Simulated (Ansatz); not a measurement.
# C₂H₆GaSb: one species, many methods

The task here is to estimate one member of a computed series from the others.

Computed with Ansatz 0.2.0, Gaussian basis. Level: functionals in def2-TZVPP, the program's frozen cores in correlated methods.

The runs, in order: LDA (SPW92), PBE-D4, revPBE-D4, BLYP-D4, r2SCAN-D4, B97M-V, PBE0-D4, B3LYP-D4, r2SCANh-D4, r2SCAN0-D4, HSE06-D4, BHLYP-D4, CAM-B3LYP-D4, LC-ωPBE, ωB97X-V, ωB97M-V, B2PLYP, PBE-QIDH; CCSD(T)/def2-SVP; CCSD(T)/def2-TZVPP; MP2/def2-QZVPP; extrapolation to the limit; RPA on PBE.

## The geometry

The geometry comes from an earlier relaxation with PBE0-D4 in a triple-zeta def2 set; it is a stationary point, not always the lowest conformer. Sb takes the def2 core potential; no spin-orbit term is included.

10 atoms, charge 0, spin multiplicity 1.

Atoms are counted from 1 here; the program's logs count them from 0.

Bond lengths: C1–Sb2 2.184 Å, C1–H5 1.090 Å, C1–H6 1.091 Å, C1–H7 1.090 Å, Sb2–C3 2.255 Å, Sb2–Ga4 2.564 Å, C3–Ga4 1.946 Å, C3–H8 1.088 Å, C3–H9 1.090 Å, Ga4–H10 1.552 Å. Angles: Sb2–C1–H5 107.9°, Sb2–C1–H6 112.6°, Sb2–C1–H7 109.2°, H5–C1–H6 108.6°, H5–C1–H7 109.4°, H6–C1–H7 109.1°, C1–Sb2–C3 93.0°, C1–Sb2–Ga4 89.5°, C3–Sb2–Ga4 47.1°, Sb2–C3–Ga4 74.8°, Sb2–C3–H8 114.6°, Sb2–C3–H9 110.5°, Ga4–C3–H8 123.0°, Ga4–C3–H9 116.9°, H8–C3–H9 111.3°, Sb2–Ga4–C3 58.1°, Sb2–Ga4–H10 157.0°, C3–Ga4–H10 144.4°.

The first run:

in.yaml

```yaml
crystal:
  periodic: [false, false, false]
  atoms:
    - {symbol: C, position_ang: [0.521666, 1.649505, -0.223085]}
    - {symbol: Sb, position_ang: [0.981759, 0.067053, 1.210685]}
    - {symbol: C, position_ang: [-0.909166, -1.068993, 0.742199]}
    - {symbol: Ga, position_ang: [0.392601, -1.684022, -0.566447]}
    - {symbol: H, position_ang: [-0.032043, 2.427826, 0.302869]}
    - {symbol: H, position_ang: [-0.083810, 1.295059, -1.058404]}
    - {symbol: H, position_ang: [1.451689, 2.065776, -0.609139]}
    - {symbol: H, position_ang: [-1.760560, -0.443796, 0.483146]}
    - {symbol: H, position_ang: [-1.153653, -1.753577, 1.553752]}
    - {symbol: H, position_ang: [0.591506, -2.554822, -1.835586]}
basis:
  gaussian: {orbitals: def2-TZVPP}
hamiltonian: {xc: lda}
output: {orbitals: {seedname: orbitals}}
```

On the command line:

```
> ansatz run in.yaml --threads 4 --pin off --events-out ev --progress --plain --max-ram 10444MiB
```

Steps of the session up to this table: LDA; PBE-D4 (GGA); revPBE-D4 (GGA); BLYP-D4 (GGA); r2SCAN-D4 (meta-GGA); B97M-V (meta-GGA); PBE0-D4 (hybrid); B3LYP-D4 (hybrid); r2SCANh-D4 (hybrid); r2SCAN0-D4 (hybrid); HSE06-D4 (hybrid); BHLYP-D4 (hybrid); CAM-B3LYP-D4 (range-separated); LC-ωPBE (range-separated); ωB97X-V (range-separated); ωB97M-V (range-separated); B2PLYP (double hybrid); PBE-QIDH (double hybrid).

One of the session's tables, all rows but one given; the rest of the session is left out.

It belongs to the step «Frontier levels by functional». 

```
  functional  HOMO (eV)  LUMO (eV)  gap (eV)
 LDA (SPW92)      -4.86      -2.75      2.11
      PBE-D4      -4.70      -2.49      2.21
   revPBE-D4      -4.64      -2.36      2.28
     BLYP-D4      -4.55      -2.40      2.14
   r2SCAN-D4      -4.89      -2.27      2.62
      B97M-V      -4.84      -2.43      2.41
     PBE0-D4      -5.58      -1.71      3.86
    B3LYP-D4      -5.41      -1.95      3.45
  r2SCANh-D4          ?          ?         ?
  r2SCAN0-D4      -5.71      -1.60      4.11
    HSE06-D4      -5.20      -2.08      3.12
    BHLYP-D4      -6.32      -0.95      5.37
CAM-B3LYP-D4      -6.70      -0.80      5.90
     LC-ωPBE      -7.87       0.34      8.21
     ωB97X-V      -7.60       0.19      7.78
     ωB97M-V      -7.48      -0.03      7.46
```

Estimate the missing values for r2SCANh-D4.

Worked estimate for «HOMO (eV)». Against the share of exact exchange, r2SCAN-D4 (0, -4.89), r2SCAN0-D4 (0.25, -5.71) give a slope of -3.28 per unit share; at 0.1 the line stands at -5.22.

As computed: HOMO (eV): -5.22; LUMO (eV): -2.00; gap (eV): 3.22. In «HOMO (eV)» the line misses by 0.00.
